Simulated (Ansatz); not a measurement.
# AlSi4NO8: the cost of one run

Method: DFT PBE, scalar-relativistic, plane waves, PAW, in Ansatz 0.2.0.

## 1. The system as given

The cell holds 14 atoms (AlNO8Si4): a = 5.758 Å, b = 5.906 Å, c = 5.975 Å, α = 91.49°, β = 89.29°, γ = 92.14°.

It is the last frame of an earlier stage of the same melt, run at 1600 K.

As a file:

```
CELL_PARAMETERS angstrom
5.75721 -0.10848 0.03555
-0.10848 5.90471 -0.07680
0.03555 -0.07680 5.97479
ATOMIC_POSITIONS crystal
Si 0.16767 0.53109 0.33594
Si 0.60943 0.36879 0.00655
Si 0.10218 0.11928 0.03992
Si 0.34985 0.71227 0.75439
O 0.12731 0.87504 0.89521
O 0.60083 0.56282 0.78501
O 0.95212 0.67938 0.27631
O 0.39242 0.19673 0.99389
O 0.02672 0.23595 0.30077
O 0.84915 0.25238 0.94043
O 0.46283 0.89618 0.57928
O 0.17401 0.52720 0.62114
Al 0.68953 0.74229 0.44549
N 0.44493 0.53711 0.23417
```

## 2. Dynamics at 300 K

One k point, a Fermi-Dirac width of 0.050 eV and a fixed cell.

Input file input.yaml:

```yaml
crystal:
  lattice:
    - [5.757211, -0.10848, 0.03555]
    - [-0.10848, 5.904711, -0.076798]
    - [0.03555, -0.076798, 5.974794]
  atoms:
    - { symbol: Si, position: [0.1676687162, 0.531091172, 0.335942024] }
    - { symbol: Si, position: [0.609434905, 0.3687941889, 0.0065507133] }
    - { symbol: Si, position: [0.1021762472, 0.1192827738, 0.0399249669] }
    - { symbol: Si, position: [0.3498539089, 0.7122666888, 0.7543919686] }
    - { symbol: O, position: [0.1273141182, 0.8750389288, 0.8952078056] }
    - { symbol: O, position: [0.6008293277, 0.5628204478, 0.7850146303] }
    - { symbol: O, position: [0.9521179779, 0.6793763832, 0.2763112755] }
    - { symbol: O, position: [0.3924216893, 0.196728294, 0.9938880794] }
    - { symbol: O, position: [0.0267176236, 0.2359525157, 0.3007682703] }
    - { symbol: O, position: [0.8491466222, 0.2523772532, 0.9404305584] }
    - { symbol: O, position: [0.4628296962, 0.8961773243, 0.5792794776] }
    - { symbol: O, position: [0.174013304, 0.5271957233, 0.6211421082] }
    - { symbol: Al, position: [0.6895336253, 0.7422876596, 0.4454927791] }
    - { symbol: "N", position: [0.4449296413, 0.5371129942, 0.2341689294] }
  symmetry: { detect: false }
basis:
  ecutwfc: 420
  xc_grid: 1
kpoints:
  mp_grid: { grid: [1, 1, 1], shift: [0.25, 0.25, 0.25] }
hamiltonian:
  xc: pbe
scf:
  occupations: { method: fermi_dirac, width: 0.05 }
  lower_state_search: "off"
  convergence: { dr2_threshold: 1.0e-05 }
output:
  forces: true
  stress: true
md:
  timestep: 2.0
  n_steps: 250
  ensemble: nvt_langevin
  friction: 0.03
  temperature: 300.0
  initial_velocities: maxwell_boltzmann
  seed: 70099
```

Launch:

```console
> ansatz run input.yaml --threads 2 --pin off --max-ram 5120MiB --backend cpu --events-out ev --progress --plain --runs-dir out
```

**Question.** How long does this run take on 2 threads of Arm Neoverse V2, shared host, and how much memory does it need?

About 1.9 min, with a peak of 0.34 GiB.
